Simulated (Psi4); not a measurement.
# BGeNH6 (SMILES B[NH][GeH3]), step by step

Aim: a geometry optimisation (TPSSh-D3(BJ)/def2-SVP), then the harmonic vibrations of BGeNH6. 

The results are computed with Psi4 1.11.

## (1) The structure to begin with

BGeNH6: 9 atoms, total charge 0, spin state singlet. As SMILES, `B[NH][GeH3]`. Geometry: relaxed at PBE0-D4/def2-TZVP (4 decimals). The run starts from this shape.

Bond lengths: B1–N2 1.392 Å, N2–Ge3 1.854 Å, B1–H4 1.199 Å, B1–H5 1.199 Å, N2–H6 1.010 Å, Ge3–H7 1.538 Å, Ge3–H8 1.530 Å, Ge3–H9 1.538 Å. Some angles: B1–N2–Ge3 126.2°, B1–N2–H6 117.9°, Ge3–N2–H6 115.9°, N2–B1–H4 119.2°, N2–B1–H5 119.6°, N2–Ge3–H7 109.1°, N2–Ge3–H8 106.5°, N2–Ge3–H9 109.1°, H4–B1–H5 121.2°, H7–Ge3–H8 111.5°.

## (2) A geometry optimisation at TPSSh-D3(BJ)/def2-SVP (density fitting) (run 1)

File bgeh6n.sdf:

```

     RDKit          3D

  9  8  0  0  0  0  0  0  0  0999 V2000
   -0.8740    0.6295   -1.1629 B   0  0  0  0  0  0  0  0  0  0  0  0
   -0.0233    0.6871   -0.0627 N   0  0  0  0  0  0  0  0  0  0  0  0
    0.6652   -0.7614    0.8666 Ge  0  0  0  0  0  4  0  0  0  0  0  0
   -1.2179   -0.4407   -1.5810 H   0  0  0  0  0  0  0  0  0  0  0  0
   -1.2491    1.6470   -1.6748 H   0  0  0  0  0  0  0  0  0  0  0  0
    0.2539    1.5984    0.2725 H   0  0  0  0  0  0  0  0  0  0  0  0
    2.2016   -0.7148    0.8049 H   0  0  0  0  0  0  0  0  0  0  0  0
    0.1149   -2.0152    0.1846 H   0  0  0  0  0  0  0  0  0  0  0  0
    0.2173   -0.6760    2.3357 H   0  0  0  0  0  0  0  0  0  0  0  0
  2  1  1  0
  3  2  1  0
  4  1  1  0
  5  1  1  0
  6  2  1  0
  7  3  1  0
  8  3  1  0
  9  3  1  0
M  END
$$$$
```

File job.py:

```python
import psi4
from rdkit import Chem

psi4.set_memory(1600000000)
psi4.set_num_threads(1)
psi4.set_output_file('output.dat', False)

rd = Chem.SDMolSupplier('bgeh6n.sdf', removeHs=False, sanitize=False)[0]
xyz = rd.GetConformer().GetPositions()
atoms = '\n'.join(f'{a.GetSymbol()} {x:.4f} {y:.4f} {z:.4f}' for a, (x, y, z) in zip(rd.GetAtoms(), xyz))
m = psi4.geometry('0 1\n' + atoms + '')

psi4.set_options({
    'basis': 'def2-SVP',
    'reference': 'rks',
    'geom_maxiter': 60,
})

e, wfn = psi4.optimize("tpssh-d3(bj)", molecule=m, return_wfn=True)
print('E =', round(e, 9))
print(m.to_string(dtype='xyz', units='Angstrom'))
```

Started as:

```console
$ python job.py
```

output.dat:

```text
[...]
  Running in c1 symmetry.
[...]
  Nuclear repulsion =  177.534512165479441
[...]
  Multiplicity = 1
[...]
  Nalpha       = 25
  Nbeta        = 25
[...]
    Number of basis functions: 90
[...]
   @DF-RKS iter   1: -2158.38368966507187   -1.96663e+00   2.74602e-02 ADIIS/DIIS
[...]
   @DF-RKS iter   6: -2159.91053298956876   -3.63798e-12   9.06313e-09 DIIS
[...]
    Orbital Energies [Eh]
    ---------------------
    Doubly Occupied:
       1A   -398.440730     2A    -49.579908     3A    -44.085182
       4A    -44.084617     5A    -44.084560     6A    -14.261578
       7A     -6.693170     8A     -6.164995     9A     -4.334433
      10A     -4.332256    11A     -4.332078    12A     -1.170097
      13A     -1.167444    14A     -1.166829    15A     -1.164873
      16A     -1.164545    17A     -0.820244    18A     -0.550448
      19A     -0.498875    20A     -0.413424    21A     -0.360674
      22A     -0.353210    23A     -0.339576    24A     -0.293346
      25A     -0.277252
[...]
  @DF-RKS Final Energy: -2159.91053298956876
   => Energetics <=
    Nuclear Repulsion Energy =            176.5313182958804532
    One-Electron Energy =               -3356.1146667478797099
    Two-Electron Energy =                1102.9104628707709708
    DFT Exchange-Correlation Energy =     -83.2313298395998657
    Empirical Dispersion Energy =          -0.0063175687406420
    VV10 Nonlocal Energy =                  0.0000000000000000
    Total Energy =                      -2159.9105329895687646
[...]
 Multipole Moments:
 ------------------------------------------------------------------------------------
     Multipole            Electronic (a.u.)      Nuclear  (a.u.)        Total (a.u.)
 ------------------------------------------------------------------------------------
 L = 1.  Multiply by 2.5417464519 to convert [e a0] to [Debye]
 Dipole X            :          3.8053469           -3.3572113            0.4481357
 Dipole Y            :         -4.1452726            4.2008729            0.0556002
 Dipole Z            :          5.0348808           -4.4560594            0.5788214
 Magnitude           :                                                    0.7341330
[...]
  -Total Gradient:
     Atom            X                  Y                   Z
    ------   -----------------  -----------------  -----------------
       1        0.000027525693    -0.000029066552    -0.000044194849
       2        0.000039849735     0.000022034637     0.000067259211
       3       -0.000000835634    -0.000013764630     0.000001126719
       4       -0.000008123632     0.000014340434     0.000019290431
       5       -0.000012598553     0.000029978609     0.000011503872
       6        0.000005432981     0.000023663506     0.000009438376
       7       -0.000007340575     0.000012564814     0.000000490095
       8       -0.000006550828     0.000023148851    -0.000009119018
       9        0.000002595370     0.000010962592    -0.000006421982
[...]
    Final optimized geometry and variables:
    Molecular point group: c1
    Full point group: C1
    Geometry (in Angstrom), charge = 0, multiplicity = 1:
    B           -1.261808990460     1.021632412880    -1.660826817335
    N           -0.404207345421     1.073337846084    -0.551355183312
    GE           0.291145084029    -0.379105074576     0.386911741284
    H           -1.612482869268    -0.053160335336    -2.086757713632
    H           -1.634426427841     2.052279121930    -2.169508375349
    H           -0.123938680357     1.992966129964    -0.212018734434
    H            1.828912948707    -0.330130602450     0.326169952750
    H           -0.256339846728    -1.637636333806    -0.291051601349
    H           -0.156431144613    -0.291476403222     1.857566039892
[...]
```

Standard output:

```text
Optimizer: Optimization complete!
E = -2159.91053299
9
0 1 BGeH6N
B                    -1.261808990460     1.021632412880    -1.660826817335
N                    -0.404207345421     1.073337846084    -0.551355183312
Ge                    0.291145084029    -0.379105074576     0.386911741284
H                    -1.612482869268    -0.053160335336    -2.086757713632
H                    -1.634426427841     2.052279121930    -2.169508375349
H                    -0.123938680357     1.992966129964    -0.212018734434
H                     1.828912948707    -0.330130602450     0.326169952750
H                    -0.256339846728    -1.637636333806    -0.291051601349
H                    -0.156431144613    -0.291476403222     1.857566039892
```

Run time: 1.7 min. Hardware: 1 thread of AMD EPYC 7R43 (Zen 3), shared host; peak memory 1.4 GiB.

Steps, from the record of the run:

```tsv
step	energy from the first frame kept (eV)	largest force (eV/Å)
0	0.0000	0.4367
1	-0.0083	0.0319
2	-0.0084	0.0128
3	-0.0084	0.0042
```

After the run. Bond lengths: B1–N2 1.403 Å, N2–Ge3 1.864 Å, B1–H4 1.208 Å, B1–H5 1.208 Å, N2–H6 1.020 Å, Ge3–H7 1.540 Å, Ge3–H8 1.531 Å, Ge3–H9 1.540 Å. Some angles: B1–N2–Ge3 126.7°, B1–N2–H6 117.7°, Ge3–N2–H6 115.6°, N2–B1–H4 119.3°, N2–B1–H5 119.3°, N2–Ge3–H7 109.1°, N2–Ge3–H8 106.5°, N2–Ge3–H9 109.1°, H4–B1–H5 121.4°, H7–Ge3–H8 111.5°.

## (3) The harmonic vibrations at TPSSh-D3(BJ)/def2-SVP (density fitting) (run 2)

File bgeh6n.dat:

```
memory 1.6 GB

molecule mol {
  B
  N 1 1.40324
  Ge 2 1.86372 1 126.68033
  H 1 1.208126 2 119.26998 3 0.01498
  H 1 1.208236 4 121.3946 2 -179.96295
  H 2 1.019517 1 117.67185 4 -179.98003
  H 3 1.539746 2 109.14575 6 -59.51209
  H 3 1.530776 7 111.46117 2 117.37871
  H 3 1.539749 8 111.4594 7 -122.08102
}

set globals {
  basis                      def2-SVP
  reference                  rks
  t                          500.0
  rotational_symmetry_number 1
}

freq('tpssh-d3bj')
print_variables()
```

Started as:

```console
$ psi4 bgeh6n.dat bgeh6n.out -n 1
```

bgeh6n.out:

```text
Psi4 1.11 release

         ----------------------------------------------------------
                                   FINDIF
         ----------------------------------------------------------

  Using finite-differences of gradients to determine vibrational frequencies and
  normal modes. Resulting frequencies are only valid at stationary points.
    Generating geometries for use with 3-point formula.
    Displacement size will be 5.00e-03.
    Number of atoms is 9.
    Number of irreps is 1.
    Number of SALCs is 24.
    Translations projected? 1. Rotations projected? 0.
    Index of SALCs per irrep:
      1 :  0  1  2  3  4  5  6  7  8  9  10  11  12  13  14  15  16  17  18  19  20  21  22  23
    Number of SALCs per irrep:
      Irrep 1: 24
    Number of geometries (including reference) is 49.
    Number of displacements per irrep:
      Irrep 1: 48
 49 displacements needed ...

  //>>>>>>>>>>>>>>>>>>>>>>>>>>>>>>>>>>>//
  //    FiniteDifference Computations  //
  //<<<<<<<<<<<<<<<<<<<<<<<<<<<<<<<<<<<//

    -----------------------------------------------------------------------
                               Psi4 1.11 release

    h
    h
    h

    -----------------------------------------------------------------------

[... 182 lines left out ...]
   @DF-RKS iter SAD: -2156.38654163011051   -2.15639e+03   0.00000e+00
[... 7 lines left out ...]
   @DF-RKS iter   8: -2159.91053298243150   -3.71380e-07   1.39022e-06 DIIS
[... 41 lines left out ...]
    One-Electron Energy =               -3356.1146229641676655
[... 21 lines left out ...]
 Dipole Z            :          6.1537594           -5.4201835            0.7335759
[... 189 lines left out ...]
   @DF-RKS iter   4: -2159.90432120374908   -9.87626e-02   1.15775e-03 ADIIS/DIIS
[... 7 lines left out ...]
  Energy and wave function converged.
[... 21 lines left out ...]
    VV10 Nonlocal Energy =                  0.0000000000000000
[... 158 lines left out ...]
   @DF-RKS iter SAD: -2156.38696986262812   -2.15639e+03   0.00000e+00
[... 7 lines left out ...]
   @DF-RKS iter   8: -2159.91053258715147   -3.69345e-07   1.38620e-06 DIIS
[... 41 lines left out ...]
    One-Electron Energy =               -3356.1290218098079094
[... 21 lines left out ...]
 Dipole Z            :          6.1537015           -5.4201835            0.7335180
[... 18 lines left out ...]
    ------------   -----------------  -----------------  -----------------  -----------------
         B            0.000013030464     2.074786262768    -3.867615886500    11.009305360000
         N            0.000013030464     2.074786262768    -1.215876598213    14.003074004430
         GE           0.000013030464    -0.749726135051     0.887942034454    73.921177761000
[... 5 lines of this table left out ...]
         H           -2.370156427174    -0.681688906779     2.574452360232     1.007825032230

  Nuclear repulsion =  176.538312668948663

   => Molecular Quadrature <=

    Radial Scheme          =       TREUTLER
    Pruning Scheme         =           NONE
    Nuclear Scheme         =       TREUTLER

    Blocking Scheme        =         OCTREE
    BS radius alpha        =              1
    Pruning alpha          =              1
    Radial Points          =             75
    Spherical Points       =            302
    Total Points           =         194436
    Total Blocks           =           1499
    Max Points             =            256
    Max Functions          =             89
    Weights Tolerance      =       1.00E-15

  -Total Gradient:
     Atom            X                  Y                   Z
    ------   -----------------  -----------------  -----------------
       1        0.000042809378    -0.000023290704    -0.000019907898
       2       -0.000056766534    -0.000004494583     0.000043008114
       3        0.000031735895    -0.000200177754    -0.000136143424
[... 5 lines of this table left out ...]
       9       -0.000008276848     0.000039146114    -0.000000990176

	total time  =          2 seconds =       0.03 minutes

    Psi4 run time: 0:00:18.81

[set-up sections that repeat, and orbital energies of the middle runs, are left out above]
```

It took 18 min on 1 thread of AMD EPYC 7R43 (Zen 3), shared host.

The run was cut off at its time limit.

## (4) Outcome

| quantity | value |
| --- | --- |
| run 1, TPSSh-D3(BJ)/def2-SVP: total energy at the end | -2159.91053 Eh |
| run 1, TPSSh-D3(BJ)/def2-SVP: dipole moment | 1.87 D |
| run 1, TPSSh-D3(BJ)/def2-SVP: HOMO energy | -7.54 eV |
| run 1, TPSSh-D3(BJ)/def2-SVP: LUMO energy | -0.12 eV |
| run 1, TPSSh-D3(BJ)/def2-SVP: HOMO–LUMO gap | 7.43 eV |
| run 1, TPSSh-D3(BJ)/def2-SVP: dispersion energy | -16.59 kJ/mol |
| run 2, TPSSh-D3(BJ)/def2-SVP | no result (timeout) |

In words: The optimisation (run 1, TPSSh-D3(BJ)/def2-SVP) took 4 steps and changed the energy by -0.008 eV. 1 of the 2 runs did not end normally.
